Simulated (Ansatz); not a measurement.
Run this with Ansatz's Python interface and show what comes out.

`POSCAR_k3na`
```text
K3Na
1.0
   0.00000000    5.07268961    5.07268961
   5.07268961    0.00000000    5.07268961
   5.07268961    5.07268961    0.00000000
K Na
3 1
Direct
   0.25000000    0.25000000    0.25000000
   0.75000000    0.75000000    0.75000000
   0.50000000    0.50000000    0.50000000
   0.00000000    0.00000000    0.00000000
```

`zeeman_k3na.py`:
```python
'''Response of the spins of K3Na to a Zeeman field.'''

import warnings

import ansatz as az
from ase.io import read
import numpy as np

SMEARING = 'Fermi-Dirac'
FUNCTIONAL = 'r2scan'


def main() -> None:
    warnings.simplefilter('ignore', az.DeckWarning)

    atoms = read('POSCAR_k3na', format='vasp')
    crystal = az.Crystal.from_ase(atoms)

    job = (
        crystal.calculation()
        .basis(41 * az.Ry, density_ratio=4)
        .occupations(SMEARING)
        .eigensolver('davidson')
        .mixing('msr1')
        .functional(FUNCTIONAL)
        .kpoints(3, shift=0.5)
        .spin('collinear')
    )
    # the field acts on the spins alone; such large fields lift the response over the noise
    rows = []
    for tesla in [-200, 0, 200]:
        rep = (job.magnetic_field(tesla) if tesla else job).run(threads=1).report
        rows.append((tesla, rep['magnetization_mub'], rep['free_energy_ev'], rep['components'].get('e_zeeman', 0.0)))
    print('         B (T)      moment muB            F eV  Zeeman term eV')
    for row in rows:
        print(f'{str(row[0]):>14s}  {row[1]:14.4f}  {row[2]:14.5f}  {row[3]:14.5f}')
    slope = np.polyfit([row[0] for row in rows], [row[1] for row in rows], 1)[0]
    print(f'dM/dB = {1000 * slope:.4f} muB per 1000 T per cell')


if __name__ == '__main__':
    main()
```

```console
$ python zeeman_k3na.py
RunWarning: this spin-polarised run has no starting moment large enough to seed its density, so its SCF can try parallel moments of its own, which can die out, and starts no order whose moments cancel. Behind that start scf.lower_state_search: light tries no other order and makes no probe for moments, and off searches [...]
         B (T)      moment muB            F eV  Zeeman term eV
          -200         -0.4562     -6116.01683        -0.00528
             0          0.0000     -6116.00699         0.00000
           200          0.4562     -6116.01683        -0.00528
dM/dB = 2.2810 muB per 1000 T per cell
```
(Warnings from the package without file and line, shortened.)

Notes:
- These settings explore the input space; cutoff and mesh may be short of convergence.
- For a metal this k-point mesh is coarse: on a finer one energies can move by several to tens of meV an atom and pressures by half a GPa or more, differences at one mesh by less.
- The mesh has less symmetry than the crystal, which the program warned of.
- r2SCAN tends to overestimate the moments of itinerant magnets.
- The structure comes from a database of computed cells and needn't be a stable or known phase.
- Orbital magnetism is left out. The response of a metal hangs strongly on mesh and smearing, and a straight-line fit holds only where the moment is linear in the field.
- The script silences the warnings on its input, which a real study should read.
- It ran for 49 s on 1 thread of AMD EPYC 9R45 96-Core Processor (Zen 5), with other jobs on the host, peak memory 1.3 GiB.

(Lines on the test bed's own set-up are left out of the output.)
